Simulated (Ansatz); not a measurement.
# Tl3S in Ansatz: convergence with n extra bands

The system is Tl3S.

```
Tl S
1.0
    -2.35097    2.35097    5.14280
     2.35097   -2.35097    5.14280
     2.35097    2.35097   -5.14280
Tl S
3 1
Direct
  0.50000 0.50000 0.00000
  0.25000 0.75000 0.50000
  0.75000 0.25000 0.50000
  0.00000 0.00000 0.00000
```

The cell comes from a database or a generator and needn't be the stable form of this composition.

| Quantity | Value |
| --- | --- |
| Program | Ansatz 0.2.0 |
| Task | convergence study |
| Functional | r2SCAN |
| Potentials or basis | Ansatz PAW earlier set |
| Cutoff | 580 eV |
| Density cutoff | 2320 eV |
| k mesh | 7 × 7 × 7 |
| Occupations | methfessel-paxton, width 0.1 eV |
| Spin | no spin polarisation |

These are the settings of the first run; the series varies n extra bands, with any setting tied to it.

Hardware: 2 threads of Arm Neoverse V1, on a shared host.

```tsv
n extra bands	energy less the tightest run, at zero smearing (meV/atom)	SCF cycles	CPU time (s)	peak memory (GiB)
1	0.00	9	40	1.1
2	0.00	9	40	1.1
4	0.00	9	41	1.1
8	0.00	9	44	1.1
16	0.00	9	49	1.1
32	0.00	9	60	1.1
```

Against the tightest run, the energy stays within 1 meV/atom from 1 on. The tightest run that finished is the yardstick and may itself not be fully converged.

 Spin-orbit coupling is left out, which matters for the levels of Tl.
